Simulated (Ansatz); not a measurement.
What does this script print? It uses Ansatz's Python interface.

Script `run_drho.py`:
```python
import ansatz as az
import numpy as np

vectors0 = np.array([
    [2.160969, 1.247636, 10.585571],
    [-2.160969, 1.247636, 10.585571],
    [0.0, -2.495272, 10.585571],
])
sites = [
    ("Bi", (0.608279, 0.608279, 0.608279)),
    ("Bi", (0.391721, 0.391721, 0.391721)),
    ("Te", (0.219595, 0.219595, 0.219595)),
    ("Te", (0.780405, 0.780405, 0.780405)),
    ("Se", (0.0, 0.0, 0.0)),
]


def on_lattice(cell):
    crystal = az.Crystal(lattice=az.Lattice.of(cell))
    for symbol, position in sites:
        crystal = crystal.atom(symbol, position)
    return crystal


def main() -> None:
    def solve(crystal):
        return (
            crystal.calculation()
            .functional("lda")
            .occupations("methfessel_paxton", width=0.15)
            .basis(460, grid_basis="typed")
            .kpoints(6, 6, 6)
            .density()
            .run(threads=1)
        )


    whole = solve(on_lattice(vectors0))
    difference = whole.density().channels[0].density_e_per_ang3.copy()
    binding = whole.report["free_energy_ev"]
    for element in ["Bi", "Te", "Se"]:
        part = az.Crystal(lattice=az.Lattice.of(vectors0))
        for symbol, position in sites:
            if symbol == element:
                part = part.atom(symbol, position)
        alone = solve(part)
        difference -= alone.density().channels[0].density_e_per_ang3
        binding -= alone.report["free_energy_ev"]
        print(f"{element} sublattice: {alone.report['n_electrons']:g} electrons, {alone.report['n_iterations']} iterations")

    voxel = abs(np.linalg.det(vectors0)) / difference.size
    print(f"energy of the crystal less its unpolarised sublattices: {binding / len(sites):.4f} eV/atom")
    print(f"net charge of the difference {difference.sum() * voxel:.5f} e, charge rearranged {0.5 * np.abs(difference).sum() * voxel:.3f} e")
    print(f"extremes {difference.min():.4f} and {difference.max():.4f} e/A^3")
    for (symbol, position) in sites:
        index = tuple(int(round(p * n)) % n for p, n in zip(position, difference.shape))
        print(f"  change of the pseudo-density at the grid point nearest {symbol}: {difference[index]:+.4f} e/A^3")
    profile = difference.mean(axis=(0, 1))
    print("planar mean along the third vector:", np.round(profile[:: max(len(profile) // 12, 1)], 4))


if __name__ == "__main__":
    main()
```

```console
$ python run_drho.py
Bi sublattice: 30 electrons, 7 iterations
Te sublattice: 32 electrons, 8 iterations
Se sublattice: 16 electrons, 8 iterations
energy of the crystal less its unpolarised sublattices: -2.6069 eV/atom
net charge of the difference 0.00000 e, charge rearranged 1.030 e
extremes -0.0574 and 0.0692 e/A^3
  change of the pseudo-density at the grid point nearest Bi: -0.0410 e/A^3
  change of the pseudo-density at the grid point nearest Bi: -0.0410 e/A^3
  change of the pseudo-density at the grid point nearest Te: +0.0488 e/A^3
  change of the pseudo-density at the grid point nearest Te: +0.0488 e/A^3
  change of the pseudo-density at the grid point nearest Se: -0.0505 e/A^3
planar mean along the third vector: [ 0.0009  0.001   0.0012  0.0007 -0.0005 -0.0013 -0.0014 -0.0013 -0.0013
 -0.0008  0.0003  0.0011  0.0011  0.0009]
```

Cold and Methfessel-Paxton smearing aren't meant for a gap as narrow as their width. Spin-orbit coupling, which matters for elements this heavy, is left out. Densities and potentials on the grid are those of the valence electrons, and inside the cores they hang on the potentials used. This cell is a computed structure, which may not be the phase found in nature. Charge moved counts every rearrangement, bonding and polarisation too, and is no transfer between atoms; the bare sublattices are artificial references. Values near the nuclei depend on the potentials. Wall time of the script: 32 s on 1 thread of Arm Neoverse V1 (shared host), peak memory 0.74 GiB.
